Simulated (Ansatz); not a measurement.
**Sn3Ge54H9 slab: relaxing the atoms**

The task, for Sn3Ge54H9 slab: one run (relaxing the atoms).

Method: DFT PBE, scalar-relativistic, plane waves, PAW, in Ansatz 0.2.0.

## (1) Starting point

The structure is trigonal, space group P3m1 (No. 156). Conventional cell: a = 12.002 Å, b = 12.002 Å, c = 24.700 Å, α = 90.00°, β = 90.00°, γ = 120.00°. Around Ge (site symmetry m) lie 1 H at 1.50 Å. Ge (site symmetry m) has 4 Ge at 2.44 to 2.45 Å as nearest neighbours. Around Ge (site symmetry m) lie 4 Ge at 2.42 to 2.47 Å. Around Ge (site symmetry 3m) lie 4 Ge at 2.36 to 2.42 Å. Around Ge (site symmetry 3m) lie 4 Ge at 2.36 to 2.46 Å. Ge (site symmetry m) is surrounded by 3 Ge at 2.46 to 2.50 Å. H (site symmetry m) is surrounded by 1 Ge at 1.50 Å. Ge (site symmetry m) has 4 Ge at 2.45 Å as nearest neighbours. Only part of the 26 independent sites is listed.

Structure file:

```
Ge H Sn
1.0
    12.00243    0.00000    0.00000
     6.00122   10.39441    0.00000
     0.00000    0.00000   24.69996
Ge H Sn
54 9 3
Direct
  0.00000 0.00000 0.34413
  0.11111 0.11111 0.37719
  0.11440 0.10947 0.47588
  0.88889 0.22222 0.50074
  0.88889 0.22222 0.59631
  0.98966 0.02067 0.64843
  0.00000 0.33333 0.34413
  0.11111 0.44444 0.37719
  0.10794 0.44128 0.47645
  0.88838 0.55478 0.51400
  0.89143 0.55013 0.61616
  0.98966 0.32300 0.64843
  0.00000 0.66667 0.34413
  0.11111 0.77778 0.37719
  0.10794 0.78411 0.47645
  0.88838 0.89017 0.51400
  0.89143 0.89177 0.61616
  0.01198 0.66068 0.64169
  0.33333 0.00000 0.34413
  0.44444 0.11111 0.37719
  0.44111 0.11778 0.47665
  0.22145 0.22172 0.51400
  0.21680 0.22477 0.61616
  0.34554 0.99390 0.64144
  0.33333 0.33333 0.34413
  0.44444 0.44444 0.37719
  0.45078 0.44128 0.47645
  0.22222 0.55556 0.49746
  0.22222 0.55556 0.59515
  0.32734 0.34532 0.64169
  0.33333 0.66667 0.34413
  0.44444 0.77778 0.37719
  0.44111 0.77444 0.47665
  0.22145 0.89017 0.51400
  0.21680 0.89177 0.61616
  0.32734 0.66068 0.64169
  0.66667 0.00000 0.34413
  0.77778 0.11111 0.37719
  0.77613 0.10947 0.47588
  0.55684 0.22172 0.51400
  0.55844 0.22477 0.61616
  0.66056 0.99390 0.64144
  0.66667 0.33333 0.34413
  0.77778 0.44444 0.37719
  0.77613 0.44774 0.47588
  0.55684 0.55478 0.51400
  0.55844 0.55013 0.61616
  0.68734 0.32300 0.64843
  0.66667 0.66667 0.34413
  0.77778 0.77778 0.37719
  0.78445 0.77444 0.47665
  0.55556 0.88889 0.49732
  0.55556 0.88889 0.59486
  0.66056 0.67887 0.64144
  0.00000 0.00000 0.28340
  0.00000 0.33333 0.28340
  0.00000 0.66667 0.28340
  0.33333 0.00000 0.28340
  0.33333 0.33333 0.28340
  0.33333 0.66667 0.28340
  0.66667 0.00000 0.28340
  0.66667 0.33333 0.28340
  0.66667 0.66667 0.28340
  0.22222 0.55556 0.71284
  0.88889 0.22222 0.72737
  0.55556 0.88889 0.71275
```

## (2) Relaxing the atoms: Sn3Ge54H9 slab, no spin

The input, input.yaml:

```yaml
crystal:
  lattice:
    - [12.002431, 4.33e-07, 0.0]
    - [6.001215, 10.39441, 0.0]
    - [0.0, 0.0, 24.699958]
  atoms:
    - { symbol: Ge, position: [-1.667e-07, 3.333e-07, 0.34413] }
    - { symbol: Ge, position: [0.111111, 0.111111, 0.377193] }
    - { symbol: Ge, position: [0.114403, 0.109465, 0.475878] }
    - { symbol: Ge, position: [0.888889, 0.222222, 0.500736] }
    - { symbol: Ge, position: [0.888889, 0.222222, 0.596308] }
    - { symbol: Ge, position: [-0.010336, 0.020671, 0.648429] }
    - { symbol: H, position: [-1.667e-07, 3.333e-07, 0.283401] }
    - { symbol: Ge, position: [-1.667e-07, 0.333333, 0.34413] }
    - { symbol: Ge, position: [0.111111, 0.444444, 0.377193] }
    - { symbol: Ge, position: [0.107943, 0.441277, 0.476449] }
    - { symbol: Ge, position: [0.888383, 0.554778, 0.514004] }
    - { symbol: Ge, position: [0.891433, 0.550129, 0.616164] }
    - { symbol: Ge, position: [-0.010336, 0.322998, 0.648429] }
    - { symbol: H, position: [-1.667e-07, 0.333333, 0.283401] }
    - { symbol: Ge, position: [-1.481e-07, 0.666667, 0.34413] }
    - { symbol: Ge, position: [0.111111, 0.777778, 0.377193] }
    - { symbol: Ge, position: [0.107943, 0.784113, 0.476449] }
    - { symbol: Ge, position: [0.888383, 0.890172, 0.514004] }
    - { symbol: Ge, position: [0.891433, 0.891771, 0.616164] }
    - { symbol: Ge, position: [0.011983, 0.660675, 0.641686] }
    - { symbol: H, position: [-1.481e-07, 0.666667, 0.283401] }
    - { symbol: Ge, position: [0.333333, 6.48e-08, 0.34413] }
    - { symbol: Ge, position: [0.444444, 0.111111, 0.377193] }
    - { symbol: Ge, position: [0.441108, 0.117784, 0.476653] }
    - { symbol: Ge, position: [0.221445, 0.221716, 0.514004] }
    - { symbol: Ge, position: [0.216796, 0.224766, 0.616164] }
    - { symbol: Ge, position: [0.345541, -0.0061038, 0.641443] }
    - { symbol: H, position: [0.333333, 6.48e-08, 0.283401] }
    - { symbol: Ge, position: [0.333333, 0.333333, 0.34413] }
    - { symbol: Ge, position: [0.444445, 0.444444, 0.377193] }
    - { symbol: Ge, position: [0.45078, 0.441277, 0.476449] }
    - { symbol: Ge, position: [0.222222, 0.555556, 0.497456] }
    - { symbol: Ge, position: [0.222222, 0.555556, 0.595155] }
    - { symbol: Ge, position: [0.327342, 0.345316, 0.641686] }
    - { symbol: H, position: [0.333333, 0.333333, 0.283401] }
    - { symbol: Ge, position: [0.333333, 0.666667, 0.34413] }
    - { symbol: Ge, position: [0.444444, 0.777778, 0.377193] }
    - { symbol: Ge, position: [0.441108, 0.774442, 0.476653] }
    - { symbol: Ge, position: [0.221445, 0.890172, 0.514004] }
    - { symbol: Ge, position: [0.216796, 0.891771, 0.616164] }
    - { symbol: Ge, position: [0.327342, 0.660675, 0.641686] }
    - { symbol: H, position: [0.333333, 0.666667, 0.283401] }
    - { symbol: Ge, position: [0.666667, 6.48e-08, 0.34413] }
    - { symbol: Ge, position: [0.777778, 0.111111, 0.377193] }
    - { symbol: Ge, position: [0.776132, 0.109465, 0.475878] }
    - { symbol: Ge, position: [0.556839, 0.221716, 0.514004] }
    - { symbol: Ge, position: [0.558438, 0.224766, 0.616164] }
    - { symbol: Ge, position: [0.660563, -0.0061038, 0.641443] }
    - { symbol: H, position: [0.666667, 6.48e-08, 0.283401] }
    - { symbol: Ge, position: [0.666667, 0.333333, 0.34413] }
    - { symbol: Ge, position: [0.777778, 0.444444, 0.377193] }
    - { symbol: Ge, position: [0.776132, 0.447737, 0.475878] }
    - { symbol: Ge, position: [0.556839, 0.554778, 0.514004] }
    - { symbol: Ge, position: [0.558438, 0.550129, 0.616164] }
    - { symbol: Ge, position: [0.687338, 0.322998, 0.648429] }
    - { symbol: H, position: [0.666667, 0.333333, 0.283401] }
    - { symbol: Ge, position: [0.666667, 0.666667, 0.34413] }
    - { symbol: Ge, position: [0.777778, 0.777778, 0.377193] }
    - { symbol: Ge, position: [0.78445, 0.774442, 0.476653] }
    - { symbol: Ge, position: [0.555556, 0.888889, 0.497324] }
    - { symbol: Ge, position: [0.555556, 0.888889, 0.594864] }
    - { symbol: Ge, position: [0.660563, 0.678874, 0.641443] }
    - { symbol: H, position: [0.666667, 0.666667, 0.283401] }
    - { symbol: Sn, position: [0.222222, 0.555556, 0.712841] }
    - { symbol: Sn, position: [0.888889, 0.222222, 0.727367] }
    - { symbol: Sn, position: [0.555556, 0.888889, 0.712753] }
scf:
  occupations: { method: gaussian, width: 0.01 }
output:
  forces: true
  write_density: true
  write_potential: true
  elf: true
  volumetric_format: npy
hamiltonian:
  xc: pbe
kpoints:
  mp_grid: { grid: [4, 4, 1] }
efield:
  axis: 3
  dipole_correction: true
relax:
  f_tol: 0.003
  max_steps: 120
  constraints:
    - { sites: [0, 1, 6, 7, 8, 13, 14, 15, 20, 21, 22, 27, 28, 29, 34, 35, 36, 41, 42, 43, 48, 49, 50, 55, 56, 57, 62] }
```

The run is started by

```console
$ ansatz run input.yaml --threads 8 --pin off --max-ram 15360MiB --backend cpu --events-out ev --progress --plain --runs-dir out
```

The program printed:

```text
[... 168 lines left out ...]
    - { symbol: Ge, position: [-0.011100426163896754, 0.32223290716943653, 0.6539519397537662] }
    - { symbol: H, position: [-1.9444444440686048e-7, 0.3333331388888888, 0.283401] }
    - { symbol: Ge, position: [-1.6047777773309235e-7, 0.6666667469055555, 0.34412999999999994] }
    - { symbol: Ge, position: [0.11111088888888893, 0.777778222222222, 0.377193] }
    - { symbol: Ge, position: [0.10784779881128842, 0.7843044023774229, 0.47763444872110583] }
    - { symbol: Ge, position: [0.8887138658631545, 0.8903199587902887, 0.5172112304063384] }
    - { symbol: Ge, position: [0.8927692517294334, 0.8906054532120532, 0.6205942824871095] }
    - { symbol: Ge, position: [0.01428064595129147, 0.659526343691021, 0.6486854925916304] }
    - { symbol: H, position: [-1.6047777773309235e-7, 0.6666667469055555, 0.283401] }
    - { symbol: Ge, position: [0.3333332006222222, 6.635555549878384e-8, 0.34412999999999994] }
    - { symbol: Ge, position: [0.4444443888888889, 0.11111122222222218, 0.377193] }
    - { symbol: Ge, position: [0.4404060423924188, 0.11918791521516242, 0.47809483278003634] }
    - { symbol: Ge, position: [0.22096617534655744, 0.22204719919648716, 0.5172112304063384] }
    - { symbol: Ge, position: [0.21662529505851255, 0.22610258506276726, 0.6205942824871095] }
    - { symbol: Ge, position: [0.34542337480419216, -0.006045020735429448, 0.6459262920836997] }
    - { symbol: H, position: [0.3333332006222222, 6.635555549878384e-8, 0.283401] }
    - { symbol: Ge, position: [0.33333341357222224, 0.33333317285555547, 0.34412999999999994] }
    - { symbol: Ge, position: [0.444444888888889, 0.44444422222222213, 0.377193] }
    - { symbol: Ge, position: [0.45097106904408957, 0.44118113214462185, 0.47763444872110583] }
    - { symbol: Ge, position: [0.22222222222222227, 0.5555555555555554, 0.5004559552735979] }
    - { symbol: Ge, position: [0.22222222222222227, 0.5555555555555554, 0.5991472434605248] }
    - { symbol: Ge, position: [0.32619301035768755, 0.3476139792846248, 0.6486854925916304] }
    - { symbol: H, position: [0.33333341357222224, 0.33333317285555547, 0.283401] }
    - { symbol: Ge, position: [0.33333341357222224, 0.6666667469055555, 0.34412999999999994] }
    - { symbol: Ge, position: [0.44444438888888893, 0.777777722222222, 0.377193] }
    - { symbol: Ge, position: [0.4404060423924187, 0.7737393757257521, 0.47809483278003634] }
    - { symbol: Ge, position: [0.22096617534655721, 0.8903199587902888, 0.5172112304063384] }
    - { symbol: Ge, position: [0.21662529505851258, 0.8906054532120534, 0.6205942824871095] }
    - { symbol: Ge, position: [0.3261930103576876, 0.6595263436910208, 0.6486854925916304] }
    - { symbol: H, position: [0.33333341357222224, 0.6666667469055555, 0.283401] }
    - { symbol: Ge, position: [0.6666667330222223, 6.635555549878384e-8, 0.34412999999999994] }
    - { symbol: Ge, position: [0.777777888888889, 0.11111122222222215, 0.377193] }
    - { symbol: Ge, position: [0.7757500566702459, 0.10908339000357906, 0.47710713201508803] }
    - { symbol: Ge, position: [0.5569866254569555, 0.22204719919648727, 0.5172112304063384] }
    - { symbol: Ge, position: [0.5572721198787203, 0.22610258506276718, 0.6205942824871095] }
    - { symbol: Ge, position: [0.6606216459312373, -0.006045020735429448, 0.6459262920836997] }
    - { symbol: H, position: [0.6666667330222223, 6.635555549878384e-8, 0.283401] }
    - { symbol: Ge, position: [0.6666670555555556, 0.3333331388888889, 0.34412999999999994] }
    - { symbol: Ge, position: [0.777777888888889, 0.44444422222222224, 0.377193] }
    - { symbol: Ge, position: [0.7757500566702459, 0.44849988665950824, 0.47710713201508803] }
    - { symbol: Ge, position: [0.5569866254569553, 0.5542995086798908, 0.5172112304063384] }
    - { symbol: Ge, position: [0.5572721198787203, 0.549958628391846, 0.6205942824871095] }
    - { symbol: Ge, position: [0.6888675189944604, 0.32223290716943653, 0.6539519397537662] }
    - { symbol: H, position: [0.6666670555555556, 0.3333331388888889, 0.283401] }
    - { symbol: Ge, position: [0.6666667330222222, 0.6666665339555554, 0.34412999999999994] }
    - { symbol: Ge, position: [0.7777778888888889, 0.7777777222222221, 0.377193] }
    - { symbol: Ge, position: [0.7858545818818291, 0.773739375725752, 0.47809483278003634] }
    - { symbol: Ge, position: [0.5555555555555556, 0.8888888888888888, 0.498857521991331] }
    - { symbol: Ge, position: [0.5555555555555556, 0.8888888888888888, 0.5979532385455417] }
    - { symbol: Ge, position: [0.6606216459312377, 0.6787567081375252, 0.6459262920836997] }
    - { symbol: H, position: [0.6666667330222222, 0.6666665339555554, 0.283401] }
    - { symbol: Sn, position: [0.22222222222222227, 0.5555555555555554, 0.7224458550373851] }
    - { symbol: Sn, position: [0.8888888888888891, 0.22222222222222213, 0.7342042868694547] }
    - { symbol: Sn, position: [0.5555555555555556, 0.8888888888888888, 0.7177360434547703] }
```

Wall time 66 min (8 threads of Arm Neoverse N1, shared host); peak memory 10 GiB.

The steps of the relaxation:

| step | E - E(step 1) (eV/cell) | largest force component (eV/Å) |
| --- | --- | --- |
| 1 | 0.0000 | 0.3055 |
| 2 | -0.1587 | 0.1457 |
| 3 | -0.1658 | 0.0289 |
| 4 | -0.1662 | 0.0052 |
| 5 | -0.1665 | 0.0262 |
| 6 | -0.1667 | 0.0170 |
| 7 | -0.1660 | 0.0998 |
| 8 | -0.1676 | 0.0297 |
| 9 | -0.1644 | 0.0782 |
| 10 | -0.1679 | 0.0100 |
| 11 | -0.1679 | 0.0101 |
| 12 | -0.1680 | 0.0052 |
| 13 | -0.1680 | 0.0020 |

Step 1 is the start. Steps 7, 9, 11 were tried and not accepted.

The cell repeats along c, and a dipole correction in the vacuum removes the field between the copies.

Atoms 1, 2, 7, 8, 9, 14, 15, 16, 21, 22, 23, 28, 29, 30, 35, 36, 37, 42, 43, 44, 49, 50, 51, 56, 57, 58, 63, counted from 1, stay fixed.

Density in a lattice plane of the grid's cell (edges 12.00 and 24.70 Å, at 0.667 of the third edge), which holds Ge and H.

Values in e/Å³, 12 rows by 6 columns:
```
 0.00  0.00  0.00  0.00  0.00  0.00
 0.00  0.00  0.00  0.00  0.00  0.00
 0.03  0.16  0.03  0.00  0.02  0.00
 6.85  0.10  6.63  0.08  4.38  0.08
 0.07  0.18  0.07  0.09  0.08  0.09
 0.03  0.47  0.03  0.48  0.02  0.48
 0.03  0.10  0.03  0.11  0.03  0.11
23.89  0.10 21.90  0.10 21.87  0.10
 0.05  0.00  0.06  0.00  0.06  0.00
 0.00  0.00  0.00  0.00  0.00  0.00
 0.00  0.00  0.00  0.00  0.00  0.00
 0.00  0.00  0.00  0.00  0.00  0.00
```
Columns run along the first of these edges and rows up along the second, over one cell in 6 and 12 even steps from the bottom left corner. Atoms in the plane (fractional): Ge at (1.00, 0.34), Ge at (0.01, 0.65), H at (1.00, 0.28), Ge at (0.33, 0.34), Ge at (0.33, 0.65), H at (0.33, 0.28), Ge at (0.67, 0.34), Ge at (0.66, 0.65), H at (0.67, 0.28).

ELF in the same plane.

Values, 12 rows by 6 columns:
```
0.00 0.00 0.00 0.00 0.00 0.00
0.01 0.16 0.01 0.00 0.00 0.00
0.18 0.54 0.18 0.00 0.20 0.00
0.12 0.17 0.13 0.24 0.18 0.23
0.23 0.43 0.23 0.27 0.27 0.28
0.02 0.71 0.03 0.75 0.03 0.75
0.07 0.28 0.07 0.35 0.07 0.35
0.03 0.30 0.02 0.31 0.02 0.31
0.99 0.00 0.99 0.00 0.99 0.00
0.01 0.00 0.01 0.00 0.01 0.00
0.00 0.00 0.00 0.00 0.00 0.00
0.00 0.00 0.00 0.00 0.00 0.00
```
Columns run along the first of these edges and rows up along the second, over one cell in 6 and 12 even steps from the bottom left corner. Atoms in the plane (fractional): Ge at (1.00, 0.34), Ge at (0.01, 0.65), H at (1.00, 0.28), Ge at (0.33, 0.34), Ge at (0.33, 0.65), H at (0.33, 0.28), Ge at (0.67, 0.34), Ge at (0.66, 0.65), H at (0.67, 0.28).

Both are smooth fields of the valence electrons: close to the nuclei they are not physical.

Maxima of ELF outside the ion cores: 1.00 at H; 0.85 outside the outer layer, 2.0 Å from Sn; 0.79 on the Ge–Ge line, 1.2 Å from Ge.

## (3) Results

```
step  energy (eV)  gap on the mesh (eV)    time
   2  -250135.968                  0.00  66 min
```

What this shows: The values hold for the settings typed; their convergence was not tested in this session.
